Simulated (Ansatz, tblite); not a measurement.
Si3C: GFN1-xTB, run from Python

These are simulated results from tblite 0.8.0, not measurements. The cell was built from a prototype and was relaxed with r2SCAN in plane waves (Ansatz 0.2.0). Not every such cell is a known phase. All runs are without spin polarisation.

The symmetry is P-4m2 (No. 115, tetragonal); conventional cell a = 3.432 Å, c = 5.000 Å, 14.72 Å³ an atom. C is surrounded by 4 Si at 1.99 Å; Si is surrounded by 2 C at 1.99 Å and 2 Si at 2.27 Å; Si is surrounded by 4 Si at 2.27 Å.

tblite solves periodic systems at the zone centre alone, so the script builds a cluster of 3×3×2 conventional cells (72 atoms), which folds in a coarse mesh of k points.

Input script:

```python
import json
from ase import Atoms
from ase.build import make_supercell
from ase.units import Bohr, GPa, Hartree
from tblite.interface import Calculator

atoms = Atoms(['C', 'Si', 'Si', 'Si'],
              cell=[[3.43181, -0.0, -0.0], [-0.0, 3.43181, -0.0], [-0.0, -0.0, 5.000434]],
              scaled_positions=[[0.0, -0.0, -0.0], [-0.0, 0.5, 0.203198], [0.5, 0.5, 0.5], [0.5, 0.0, 0.796802]],
              pbc=True)
cluster = make_supercell(atoms, [[3, 0, 0], [0, 3, 0], [0, 0, 2]])
calc = Calculator('GFN1-xTB', cluster.numbers, cluster.positions / Bohr, lattice=cluster.cell[:] / Bohr, periodic=cluster.pbc)
calc.set('temperature', 0.02 / Hartree)
calc.set('max-iter', 150)
res = calc.singlepoint()
levels = res.get('orbital-energies') * Hartree
nv = round(res.get('orbital-occupations').sum() / 2)
cells = len(cluster) // len(atoms)
out = {'energy_per_cell': res.get('energy') * Hartree / cells, 'homo': levels[nv - 1], 'lumo': levels[nv],
       'stress': (-res.get('virial') * Hartree / cluster.get_volume() / GPa).tolist(), 'charges': res.get('charges')[:len(atoms)].tolist(), 'electrons': 2 * nv / cells}
json.dump(out, open('results.json', 'w'))
for key, value in out.items():
    print(key, value)
```

Command: `python run.py`. It took 4.1 s on 1 thread of Arm Neoverse V1 (shared host), peak memory 0.14 GiB.

Output:

```
------------------------------------------------------------
  cycle        total energy    energy error   density error
------------------------------------------------------------
      1     -136.3437251891  -1.3732397E+02   6.9442032E-01
      2     -136.5031773156  -1.5945213E-01   3.7306605E-01
      3     -134.7121969922   1.7909803E+00   2.9947245E-01
      4     -136.7558967788  -2.0436998E+00   4.0309711E-02
      5     -136.8240781398  -6.8181361E-02   9.1309228E-04
      6     -136.8240758970   2.2427938E-06   4.4376536E-04
      7     -136.8240405756   3.5321382E-05   6.6669186E-04
      8     -136.8240837140  -4.3138389E-05   1.1251765E-04
      9     -136.8240849728  -1.2587455E-06   4.6070008E-05
     10     -136.8240851239  -1.5118587E-07   2.0700229E-05
     11     -136.8240851812  -5.7260138E-08   5.8814572E-06
------------------------------------------------------------

 total:                                   3.409 sec
energy_per_cell -206.84294440537806
homo -8.53825666615808
lumo -8.538253354021869
stress [[17.954900848916527, -1.3070599235499441e-06, 1.3031619301402486e-06], [-1.3070599235583353e-06, 17.954999533965772, 1.3228622434483335e-06], [1.3031619281332913e-06, 1.3228622434441409e-06, 11.295132192250636]]
charges [-0.24212772891387013, 0.22536988313566275, -0.20868456366379579, 0.22536115436355697]
electrons 16.0
```

The cycle table is in hartree for the whole cluster, and the lines after it are in eV (the energy for one cell). The printed stress is in GPa and positive in compression, and the pressure is its mean diagonal.

GFN1-xTB gives no gap at the points read. On the same cell, plane-wave PBE (Ansatz, 8×8×6 k points and the special points) gives no gap (an overlap of 0.47 eV at the points read) and r2SCAN no gap (an overlap of 0.34 eV at the points read); on shared hosts these took about 6.1 and 17 core-seconds on the 4-atom cell, against 4.1 for the script.

The same script was run on cells scaled at fixed shape and fractional coordinates:

```tsv
volume (Å³/atom)	energy (meV/atom)	pressure (GPa, positive in compression)	gap (eV)
12.96	341.4	49.84	0.00
13.84	124.1	30.05	0.00
14.72	0.0	15.74	0.00
15.61	-56.3	5.23	0.00
16.49	-62.8	-2.50	0.00
```

A Birch-Murnaghan fit puts the minimum at 16.17 Å³/atom, 9.9 % above the given cell, with a bulk modulus of 135 GPa at fixed shape.

xTB was fitted mostly to molecules, and a small cluster samples few k points, so gaps, pressures and kinks along a curve can be far from a solid's.
